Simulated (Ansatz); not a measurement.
This was printed by a script on Ansatz 0.2.0, Python API, for harmonic frequencies at the relaxed geometry of C3H5AlO, SMILES C#C[O][AlH][CH3]. What did the script look like? Use (for the species named): PBE, cc-pVDZ basis, multiplicity 1.

```yaml
atoms:
  - { symbol: C, position_ang: [0.2170, -1.2049, 2.4638] }
  - { symbol: C, position_ang: [-0.6484, -0.9520, 1.5864] }
  - { symbol: O, position_ang: [-1.5992, -0.7090, 0.5941] }
  - { symbol: Al, position_ang: [-0.9946, 0.1882, -0.9483] }
  - { symbol: C, position_ang: [0.8153, 0.7763, -1.2001] }
  - { symbol: H, position_ang: [0.8827, -1.3289, 3.2094] }
  - { symbol: H, position_ang: [-2.1210, 0.4576, -2.0843] }
  - { symbol: H, position_ang: [1.5290, -0.0773, -1.1505] }
  - { symbol: H, position_ang: [1.0820, 1.5074, -0.3274] }
  - { symbol: H, position_ang: [0.9203, 1.2914, -2.1402] }
```

Output of `python freq_c3h5alo.py`:
```text
bond        before    after (A)
C0-C1        1.2581   1.2257
C0-H5        1.0072   1.0760
C1-O2        1.3956   1.3010
O2-Al3       1.8840   1.7963
Al3-C4       1.9196   1.9581
Al3-H6       1.6223   1.5934
C4-H7        1.1138   1.1087
C4-H8        1.1693   1.1109
C4-H9        1.0771   1.1109
frequencies (1/cm): 40 70 108 203 386 399 409 516 528 563 586 661 672 736 1150 1163 1367 1372 1891 2212 2968 3053 3076 3443
imaginary modes: 0  zero-point energy: 1.7092 eV
T (K)   F_vib (eV)   S_vib (meV/K)   C_vib (meV/K)
 100.0      1.6956        0.3063          0.3156
 200.0      1.6495        0.6161          0.6182
 300.0      1.5726        0.9175          0.8716
 400.0      1.4668        1.1946          1.0540
 500.0      1.3346        1.4451          1.1911
```

The script that was run (others could print the same):

`freq_c3h5alo.py`
```python
import ansatz as az
import numpy as np

BASIS = "cc-pVDZ"
FUNCTIONAL = "PBE"


def main() -> None:
    mol = (
        az.Crystal.molecule()
        .atom("C", [0.217, -1.2049, 2.4638])
        .atom("C", [-0.6484, -0.952, 1.5864])
        .atom("O", [-1.5992, -0.709, 0.5941])
        .atom("Al", [-0.9946, 0.1882, -0.9483])
        .atom("C", [0.8153, 0.7763, -1.2001])
        .atom("H", [0.8827, -1.3289, 3.2094])
        .atom("H", [-2.121, 0.4576, -2.0843])
        .atom("H", [1.529, -0.0773, -1.1505])
        .atom("H", [1.082, 1.5074, -0.3274])
        .atom("H", [0.9203, 1.2914, -2.1402])
    )

    setup = (
        mol.calculation()
        .basis(gaussian=BASIS)
        .functional(FUNCTIONAL)
    )
    symbols = [site.symbol for site in mol.cartesian_sites]
    start = np.array([site.position_ang for site in mol.cartesian_sites], dtype=float)
    data = setup.relax(force_tolerance=0.003, max_steps=100).run().report
    end = np.array(data["positions_ang"])

    print("bond        before    after (A)")
    for i, j in [(0, 1), (0, 5), (1, 2), (2, 3), (3, 4), (3, 6), (4, 7), (4, 8), (4, 9)]:
        d0, d1 = (np.linalg.norm(xyz[i] - xyz[j]) for xyz in (start, end))
        print(f"{symbols[i]}{i}-{symbols[j]}{j}".ljust(10), f"{d0:8.4f} {d1:8.4f}")

    minimum = az.Crystal.molecule()
    for symbol, xyz in zip(symbols, end):
        minimum = minimum.atom(symbol, xyz.tolist())
    vibrating = (
        minimum.calculation()
        .basis(gaussian=BASIS)
        .functional(FUNCTIONAL)
        .phonons(temperatures=(100, 500, 100))
    )
    vib = vibrating.run().report["vibrations"]
    sums = vib["harmonic_sums"]
    modes = [m["omega_inv_cm"] for m in sums["modes_at_gamma"] if m["rigid_motion"] == "no"]
    print("frequencies (1/cm):", " ".join(f"{w:.0f}" for w in modes))
    print("imaginary modes:", sum(w < 0 for w in modes), " zero-point energy:", round(sums["zero_point_energy_ev"], 4), "eV")
    print("T (K)   F_vib (eV)   S_vib (meV/K)   C_vib (meV/K)")
    for row in zip(sums["temperatures_k"], sums["vibrational_free_energy_ev"], vib["entropy_ev_per_k"], vib["heat_capacity_ev_per_k"]):
        print(f"{row[0]:6.1f} {row[1]:11.4f} {1000 * row[2]:13.4f} {1000 * row[3]:15.4f}")


if __name__ == "__main__":
    main()
```

The frequencies are harmonic and unscaled, in a modest basis. The result belongs to the one conformer reached from this start, and soft torsions count as harmonic oscillators. Wall time of the script: 5 min on 1 thread of Intel(R) Xeon(R) Platinum 8375C CPU @ 2.90GHz (Ice Lake), on a shared host, peak memory 0.22 GiB.

(Lines on the test bed's own set-up are left out of the output.)
